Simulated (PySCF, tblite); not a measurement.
# C₅H₁₀OSi: geometry, infrared bands and NMR shifts

Aim: predict the infrared bands and NMR shifts of C₅H₁₀OSi (`C[C@H]1C=CO[SiH2]C1`).

Computed with tblite 0.8.0 and PySCF 2.14.0, with density-fitted response routines of our own, on a single molecule in the gas phase. Atoms count from 0, in the outputs and in this text.

### 1 The starting structure

17 atoms, charge 0, multiplicity 1; geometry from: force field or distance geometry start.

Bonds of the start (Å): C0–C1 1.50, C1–C2 1.45, C2–C3 1.34, C3–O4 1.42, O4–Si5 1.76, Si5–C6 1.90, C6–C1 1.51, C0–H7 1.10, C0–H8 1.12, C0–H9 1.10, C1–H10 1.14, C2–H11 1.08, C3–H12 1.08, Si5–H13 1.44, Si5–H14 1.48, C6–H15 1.08, C6–H16 1.12.

### 2 Relaxing the molecule with GFN2-xTB

What the job is given:

```
{"job": {"kind": "relax", "xc": "GFN2-xTB", "basis": "xTB"}, "charge": 0, "multiplicity": 1}
C      1.992600     0.488700    -0.502200
C      0.614900     0.195200     0.006500
C     -0.331700     1.296700    -0.073500
C     -1.533200     1.310200     0.519200
O     -1.849400     0.158500     1.294600
Si    -1.360600    -1.423700     0.700100
C     -0.043200    -1.021200    -0.604300
H      1.961400     1.084400    -1.422800
H      2.539100     1.046900     0.297300
H      2.551900    -0.446400    -0.656100
H      0.744500    -0.067600     1.106900
H     -0.061600     2.160300    -0.671500
H     -2.227300     2.132400     0.454400
H     -2.427600    -2.176100     0.099500
H     -0.622000    -2.148400     1.758500
H      0.635800    -1.846000    -0.776500
H     -0.590700    -0.731900    -1.539800
```

On the command line:

```
$ OMP_NUM_THREADS=1 python probes_run.py task.json out
```

This one command runs all jobs of the session in turn.

**Question.** This job is followed by: GFN2-xTB harmonic vibrations, gas phase; GIAO PBE0/pcSseg-1 NMR shielding, non-relativistic, gas phase. Predict these results of the whole session: strongest single infrared mode (GFN2-xTB); zero-point energy (GFN2-xTB); 13C shifts against TMS (PBE0/pcSseg-1); 1H shifts against TMS (PBE0/pcSseg-1, means over atoms taken as alike); 17O shifts against H2O (PBE0/pcSseg-1); 29Si shifts against TMS (PBE0/pcSseg-1); surface potential, 1st and 99th percentile.

The runs gave:

| quantity | value |
| --- | --- |
| strongest single infrared mode (GFN2-xTB) | 2260 cm⁻¹, 363 km/mol |
| zero-point energy (GFN2-xTB) | 85.3 kcal/mol |
| 13C shifts against TMS (PBE0/pcSseg-1) | 149.4, 115.3, 28.4, 27.8, 17.9 ppm |
| 1H shifts against TMS (PBE0/pcSseg-1, means over atoms taken as alike) | 6.50, 5.19, 5.14, 4.62, 2.48, 1.18, 0.73, 0.63 ppm |
| 17O shifts against H2O (PBE0/pcSseg-1) | 92.7 ppm |
| 29Si shifts against TMS (PBE0/pcSseg-1) | -19.1 ppm |
| surface potential, 1st and 99th percentile | -1.11 V and 1.10 V |

In words: Over 72 steps the energy fell by 0.786 eV; of the close pairs, O4–Si5 changed most, 1.759 to 1.637 Å. No mode is imaginary among the 45: a minimum at this level. The strongest single mode, at 2260 cm⁻¹, moves mainly H14. Unscaled tight-binding wavenumbers are off by several per cent, some by more. Its intensities can rank the bands wrongly. The most deshielded carbon is C3 (alkene carbon bearing oxygen), at 149.4 ppm: an sp2 carbon further deshielded by the attached heteroatom. The most deshielded hydrogen is H12 (hydrogen on an alkene carbon bearing oxygen), at 6.50 ppm: olefinic region. At PBE0/pcSseg-1: The largest span, 227 ppm, is at O4, where the paramagnetic term is -152 ppm.
